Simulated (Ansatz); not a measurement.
# Mg3Te: the cost of one run

Computed with Ansatz 0.2.0 (DFT PBE, scalar-relativistic, plane waves, PAW, unless a step's input says otherwise).

**1. The system as given**

The structure is tetragonal, space group P4/mmm (No. 123). Conventional cell: a = 4.632 Å, b = 4.632 Å, c = 4.370 Å, α = 90.00°, β = 90.00°, γ = 90.00°. Mg (site symmetry mmm) is surrounded by 8 Mg at 3.18 to 3.28 Å and 4 Te at 3.18 Å. Mg (site symmetry 4/mmm) is surrounded by 8 Mg at 3.18 Å and 4 Te at 3.28 Å. Around Te (site symmetry 4/mmm) lie 12 Mg at 3.18 to 3.28 Å.

Structure file:

```xyz
4
Lattice="4.6318 0.0000 0.0000 0.0000 4.6318 0.0000 0.0000 0.0000 4.3697" Properties=species:S:1:pos:R:3 pbc="T T T"
Mg    0.0000    2.3159    2.1848
Mg    2.3159    0.0000    2.1848
Mg    2.3159    2.3159    0.0000
Te    0.0000    0.0000    0.0000
```

A structure generator made this guess: species swapped into a database cell of Ti3Ag (P4/mmm, No. 123), with Mg on the Ti sites and Te on the Ag sites. Its size is a rough estimate.

**2. A first look at the guess**

input.yaml

```yaml
crystal:
  lattice:
    - [4.6318486, 0.0, 0.0]
    - [0.0, 4.6318486, 0.0]
    - [0.0, 0.0, 4.36966876]
  atoms:
    - { symbol: Mg, position: [0.0, 0.5, 0.5] }
    - { symbol: Mg, position: [0.5, 0.0, 0.5] }
    - { symbol: Mg, position: [0.5, 0.5, 0.0] }
    - { symbol: Te, position: [0.0, 0.0, 0.0] }
basis:
  ecutwfc: 420
kpoints:
  mp_grid: { grid: [4, 4, 4] }
hamiltonian:
  xc: pbe
scf:
  occupations: { method: gaussian, width: 0.1 }
  lower_state_search: "off"
output:
  forces: true
  stress: true
  eigenvalues: true
```

Run with:

```bash
$ ansatz run input.yaml --threads 1 --pin off --max-ram 2560MiB --backend cpu --events-out ev --progress --plain --runs-dir out
```

Q: Estimate wall time and peak memory on 1 thread of AMD EPYC (Zen 3), shared host.

About 4.8 s, with a peak of 0.36 GiB.
